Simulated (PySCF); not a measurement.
# A gas-phase reaction: AlFH4N2 + H2 → AlH5N2 + FH

Wanted: the reaction energy for `[NH2][Al]([NH2])[F]` + `[H][H]` → `[NH2][AlH][NH2]` + `F`.

Programs: PySCF 2.14.0. All values are calculated, for the isolated system unless a continuum is named. Atoms count from 0, parts from 1.

## 1. The system as given

Each species was relaxed by itself at PBE0-D3(BJ)/def2-SVPD.

## 2. Reaction energy: wB97M-D3(BJ)/def2-TZVPD

What the job is given:

```
{"job": {"kind": "react", "xc": "wB97M-D3(BJ)", "basis": "def2-TZVPD"}, "charge": 0, "multiplicity": 1}
-1 AlFH4N2 charge 0 multiplicity 1
N     -0.996020     0.973660    -0.761240
Al    -0.218620     0.004810     0.496800
N      1.226980    -0.979960     0.238500
F     -0.896540     0.021540     2.031580
H     -0.687560     1.048990    -1.720520
H     -1.814350     1.546320    -0.606110
H      1.661220    -1.542420     0.957380
H      1.725230    -1.073430    -0.635700

-1 H2 charge 0 multiplicity 1
H      0.379590     0.015640    -0.017240
H     -0.379590    -0.015640     0.017240

+1 AlH5N2 charge 0 multiplicity 1
N      0.957880    -0.494590     1.137680
Al    -0.422310    -0.441680     0.011380
N     -0.569660     0.902080    -1.150030
H      1.091360    -1.226200     1.823050
H      1.710850     0.177630     1.198860
H     -1.512500    -1.586240     0.043450
H      0.071170     1.678110    -1.250060
H     -1.326810     0.990850    -1.814340

+1 FH charge 0 multiplicity 1
F      0.458030    -0.023180     0.036860
H     -0.458030     0.023180    -0.036860
```

Level: wB97M-D3(BJ)/def2-TZVPD reaction energy of separated species, gas phase.

Command:

```bash
> OMP_NUM_THREADS=1 python cluster_run.py task.json out
```

The driver reads the jobs from task.json and runs them one after another.

**Question.** The jobs that follow are: PBE0-D3(BJ)/def2-TZVPD reaction energy of separated species, gas phase; MP2/def2-TZVPD reaction energy of separated species, gas phase. Predict: reaction energy (wB97M-D3(BJ)/def2-TZVPD); ΔH, ΔG at 298 K (xTB thermal terms). Thermal terms come from harmonic xTB runs on each species.

The runs gave:

| quantity | value |
| --- | --- |
| reaction energy (wB97M-D3(BJ)/def2-TZVPD) | 38.36 kcal/mol |
| ΔH, ΔG at 298 K (xTB thermal terms) | +40.1, +38.2 kcal/mol |
| range of the reaction energy over the runs of this table | 37.10 to 41.32 kcal/mol |

**Reading.** The reaction is endothermic by 40.1 kcal/mol in the gas phase; dispersion gives +0.06, and xTB itself gave 41.62 for the electronic energy (xTB energies and thermal terms come from the earlier relaxation of each species, not shown). No barrier was sought. The reaction energy runs from 37.10 (PBE0-D3(BJ)/def2-TZVPD) to 41.32 kcal/mol (MP2/def2-TZVPD).
